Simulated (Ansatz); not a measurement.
# BBrH4O3: the cost of one run

Method: PBE0-D4, def2-SVP first, then def2-TZVP; program: Ansatz 0.2.0, Gaussian basis.

153 further runs of the same task are left out: 1 that didn't finish, 152 set aside as unsound or not needed. Runs told in other sessions of the task aren't counted.

## 1. The system as given

The guess: 9 atoms, charge 0, spin multiplicity 1.

Atoms are counted from 1 here; the program's logs count them from 0.

Bond lengths: B1–O2 1.565 Å, B1–O3 1.336 Å, B1–O4 1.344 Å, O2–H5 1.104 Å, O2–H7 0.967 Å, O3–H8 0.956 Å, O4–H9 0.955 Å. Angles: O2–B1–O3 118.0°, O2–B1–O4 110.3°, O3–B1–O4 124.7°, B1–O2–H5 91.4°, B1–O2–H7 109.0°, H5–O2–H7 110.1°, B1–O3–H8 119.1°, B1–O4–H9 116.6°.

As a file:

```xyz
9

B     0.0228   -0.3456   -0.1785
O     0.2214    1.1750   -0.4899
O     1.1102   -1.1182   -0.1012
O    -1.1801   -0.7577   -0.6139
H     0.0724    1.4390    0.5714
Br   -0.2888    0.5437    2.1741
H    -0.5260    1.4888   -1.0179
H     1.9333   -0.7333    0.1945
H    -1.3652   -1.6917   -0.5385
```

Distances that are to change: B1–Br6 2.53 Å, O2–H5 1.10 Å, B1–O2 1.56 Å, H5–Br6 1.87 Å.

## 2. Constrained relaxation of the guess

hold/in.yaml

```yaml
crystal:
  periodic: [false, false, false]
  atoms:
    - {symbol: B, position_ang: [0.022800, -0.345600, -0.178500]}
    - {symbol: O, position_ang: [0.221400, 1.175000, -0.489900]}
    - {symbol: O, position_ang: [1.110200, -1.118200, -0.101200]}
    - {symbol: O, position_ang: [-1.180100, -0.757700, -0.613900]}
    - {symbol: H, position_ang: [0.072400, 1.439000, 0.571400]}
    - {symbol: Br, position_ang: [-0.288800, 0.543700, 2.174100]}
    - {symbol: H, position_ang: [-0.526000, 1.488800, -1.017900]}
    - {symbol: H, position_ang: [1.933300, -0.733300, 0.194500]}
    - {symbol: H, position_ang: [-1.365200, -1.691700, -0.538500]}
basis:
  gaussian: {orbitals: def2-SVP}
hamiltonian: {xc: pbe0, dispersion: d4}
relax: {f_tol: 0.04, max_steps: 150, escape_saddle: false, constraints: [{distance: [0, 5]}, {distance: [1, 4]}, {distance: [0, 1]}, {distance: [4, 5]}]}
```

Launch:

```console
$ ansatz run in.yaml --threads 8 --pin off --events-out ev --progress --plain --max-ram 19148MiB
```

**Question.** How long does this run take on 8 threads of Arm Neoverse V1, shared host?

About 9 s.
